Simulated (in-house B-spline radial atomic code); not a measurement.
# Excitations of Pd in a hard sphere (PBE0)

One table from this session's results is given with a row withheld; the runs are named, their logs left out.

Program: in-house B-spline radial atomic code version 1. Level of theory: linear response of a closed shell, each method with its own adiabatic kernel; spin-free one-electron X2C, finite nucleus; B-spline basis; no spin-orbit coupling, no double excitations; only terms of natural parity, (−1)^L, with L up to 3 are computed. These are calculated values, not measurements, unless marked.

### What is computed

```
element       : palladium (Z = 46)
charge        : 0
configuration : [Kr] 4d10
runs          : Wall at 15 bohr; Wall at 10 bohr; Wall at 8 bohr; Wall at 6.5 bohr; Wall at 5.5 bohr; Wall at 4.5 bohr; Wall at 4 bohr; Wall at 3.5 bohr; Wall at 3 bohr; Wall at 2.5 bohr
```

The outer shells:

Pd
```
[Kr] core
4d [↑↓][↑↓][↑↓][↑↓][↑↓]
```

Set-up of the first run:

Settings, as recorded:

```ini
Z = 46
electrons = 46.0
configuration = [Kr] 4d10
hamiltonian = x2c
method = pbe0
box_radius = 15
wall_radius = 15
rms_radius = 4.5318
intervals = 70
```

Started as:

```console
$ python run_td.py task.json out
```

One command runs all members of the session, one after another, from task.json.

Steps of the session up to this table: Wall at 15 bohr.

One of the session's tables, all rows but one given; the rest of the session is left out.

It belongs to the step «Wall at 15 bohr». The lowest states in eV:

| state | full (eV) | Tamm-Dancoff (eV) |
| --- | --- | --- |
| 4d→5s ³D | 0.645 | 0.757 |
| 4d→5s ¹D | 1.279 | 1.312 |
| 4d→5p ³P | 3.999 | 4.028 |
| 4d→5p ³F | 4.098 | 4.119 |
| 4d→5p ¹F | 4.231 | 4.234 |
| 4d→5p ¹P | 4.556 | 4.608 |
| 4d→6s ³D | 5.381 | 5.385 |
| 4d→6s ¹D | ? | ? |
| 4d→5d ³S | 6.061 | 6.070 |
| 4d→5d ³D | 6.199 | 6.201 |
| 4d→5d ¹D | 6.239 | 6.241 |
| 4d→6p ³P | 6.357 | 6.369 |
| 4d→6p ³F | 6.405 | 6.414 |
| 4d→5d ¹S | 6.421 | 6.465 |

**Question.** Estimate the row for 4d→6s ¹D.

The run gave: full (eV): 5.454; Tamm-Dancoff (eV): 5.458. In the column «full (eV)» it lies between 4d→6s ³D (5.381) and 4d→5d ³S (6.061).
